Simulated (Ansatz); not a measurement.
# Nb2Te6Mo: the cost of one run

Program: Ansatz 0.2.0. Level of theory: DFT PBE, scalar-relativistic, plane waves, PAW, unless a step names another level. These are calculated values, not measurements.

1 further run of the same task is left out (set aside as unsound or not needed).

**1. The structure to begin with**

Symmetry: R-3, No. 148, trigonal system. The conventional cell has a = 6.268 Å, b = 6.268 Å, c = 23.446 Å, α = 90.00°, β = 90.00°, γ = 120.00°. Nb (site symmetry 3) has 6 Te at 2.80 Å as nearest neighbours. Te (site symmetry 1) is surrounded by 1 Mo at 2.77 Å and 2 Nb at 2.80 Å. Mo (site symmetry -3) has 6 Te at 2.77 Å as nearest neighbours.

As a file:

```cif
data_structure
_symmetry_space_group_name_H-M 'R-3:H'
_symmetry_Int_Tables_number 148
_cell_length_a 6.2678
_cell_length_b 6.2678
_cell_length_c 23.4458
_cell_angle_alpha 90.000
_cell_angle_beta 90.000
_cell_angle_gamma 120.000
_cell_volume 797.67
loop_
_atom_site_label
_atom_site_type_symbol
_atom_site_symmetry_multiplicity
_atom_site_Wyckoff_symbol
_atom_site_fract_x
_atom_site_fract_y
_atom_site_fract_z
_atom_site_occupancy
Nb1 Nb 6 c 0.00000 0.00000 0.16673 1
Te1 Te 18 f 0.66244 0.99558 0.08775 1
Mo1 Mo 3 b 0.33333 0.66667 0.16667 1
```

It is the end of an earlier relaxation with the same method, from a generated guess; it needn't be the stable form of this composition. At a tolerance of 0.05 Å it has space group R-3 (No. 148); it has 29.54 Å³/atom, an uncorrected energy of -0.32 eV/atom over the elements.

**2. Electronic structure at the relaxed geometry**

Input file input.yaml:

```yaml
crystal:
  lattice:
    - [3.1338831558, 1.8093482836, 7.8152682669]
    - [-3.1338831558, 1.8093482836, 7.8152682669]
    - [0.0, -3.6186965672, 7.8152682669]
  atoms:
    - { symbol: Nb, position: [0.8332741072, 0.8332741072, 0.8332741072] }
    - { symbol: Nb, position: [0.1667258928, 0.1667258928, 0.1667258928] }
    - { symbol: Te, position: [0.9078362385, 0.5791134087, 0.2498088147] }
    - { symbol: Te, position: [0.2498088147, 0.9078362385, 0.5791134087] }
    - { symbol: Te, position: [0.5791134087, 0.2498088147, 0.9078362385] }
    - { symbol: Te, position: [0.0921637615, 0.4208865913, 0.7501911853] }
    - { symbol: Te, position: [0.4208865913, 0.7501911853, 0.0921637615] }
    - { symbol: Te, position: [0.7501911853, 0.0921637615, 0.4208865913] }
    - { symbol: Mo, position: [0.5, 0.5, 0.5] }
basis:
  ecutwfc: 420
kpoints:
  mp_grid: { grid: [6, 6, 6] }
  band_path:
    path:
      - [[0.0, 0.0, 0.0], [-0.5, -0.5, -0.5], [-0.5, -0.20239932, -0.79760068]]
      - [[-0.20239932, 0.20239932, -0.5], [0.0, 0.0, -0.5], [0.0, 0.0, 0.0], [0.0, 0.35119966, -0.35119966]]
      - [[-0.35119966, 0.0, -0.64880034], [-0.5, 0.0, -0.5], [0.0, 0.0, 0.0]]
    npoints: 14
hamiltonian:
  xc: pbe
scf:
  occupations: { method: gaussian, width: 0.1 }
  n_extra_bands: 22
output:
  forces: true
  stress: true
  eigenvalues: true
  populations: true
  dos: { projected: true, de: 0.02, nscf_kmesh: { grid: [8, 8, 8] } }
  bader: true
  write_density: true
  write_potential: true
  elf: true
  volumetric_format: npy
```

The run is started by

```sh
> ansatz run input.yaml --threads 1 --pin off --max-ram 2560MiB --backend cpu --events-out ev --progress --plain --runs-dir out
```

What time and memory should one allow on 1 thread of Intel Xeon at 2.50GHz (Skylake/Cascade Lake), shared host?

About 9.9 min, with a peak of 1.6 GiB.
